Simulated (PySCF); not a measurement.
**BSe: bond curves at several levels of theory**

An exercise on one series of results from a longer session: the logs are not shown, and one member is left open.

Computed with PySCF 2.14.0. Level: B jorge-DZP-DKH, Se jorge-DZP-DKH, spin-free X2C with a Gaussian nucleus.

The first run:

A driver script around PySCF takes these settings:

```yaml
atoms: B, Se
charge: 0
basis: B jorge-DZP-DKH, Se jorge-DZP-DKH
Hamiltonian: spin-free X2C with a Gaussian nucleus
basis_functions: 58
electrons_treated: 39
masses_in_u: 11.0093, 79.9165
levels: PBE0, PBE, r²SCAN, BHandHLYP, BLYP, r²SCAN0, HSE06, HF, MP2, SCS-MP2, CCSD, CCSD(T)
grid: 80 radial by 434 angular points
occupations: held fixed by the projection of orbital angular momentum
dissociation_limit: B + Se, each in its ground configuration
starting_distance_in_angstrom: 1.930
values_of_2S_to_try: 1, 3
```

Command:

```sh
$ OMP_NUM_THREADS=1 python dia.py task.json out
```

Steps of the session up to this table: Set-up; First curve: PBE0; Excited determinants; PBE; r²SCAN (meta-GGA); BHandHLYP; BLYP; r²SCAN0 (hybrid meta-GGA); HSE06 (range-separated hybrid); ROHF; MP2 and coupled cluster.

One table of the session follows, with a row left open; its other results are not shown here.

| level | Re (Å) | ωe (cm⁻¹) | De (eV) |
| --- | --- | --- | --- |
| ROHF | 1.720 | 1054 | 3.21 |
| ROHF-MP2 | 1.718 | 1053 | 4.96 |
| ROHF-SCS-MP2 | 1.721 | 1044 | 4.66 |
| ROHF-CCSD | 1.723 | 1036 | 4.56 |
| ROHF-CCSD(T) | 1.732 | 1010 | 4.77 |
| PBE | 1.748 | 965 | 5.48 |
| BLYP | ? | ? | ? |
| r²SCAN | 1.735 | 998 | 5.39 |
| PBE0 | 1.732 | 1006 | 5.15 |
| r²SCAN0 | 1.726 | 1023 | 5.08 |
| HSE06 | 1.734 | 1002 | 5.17 |
| BHandHLYP | 1.725 | 1019 | 4.55 |

Estimate the missing values for BLYP.

**Answer.** Re (Å): 1.756; ωe (cm⁻¹): 940; De (eV): 5.13. In the column «Re (Å)» it is the highest.
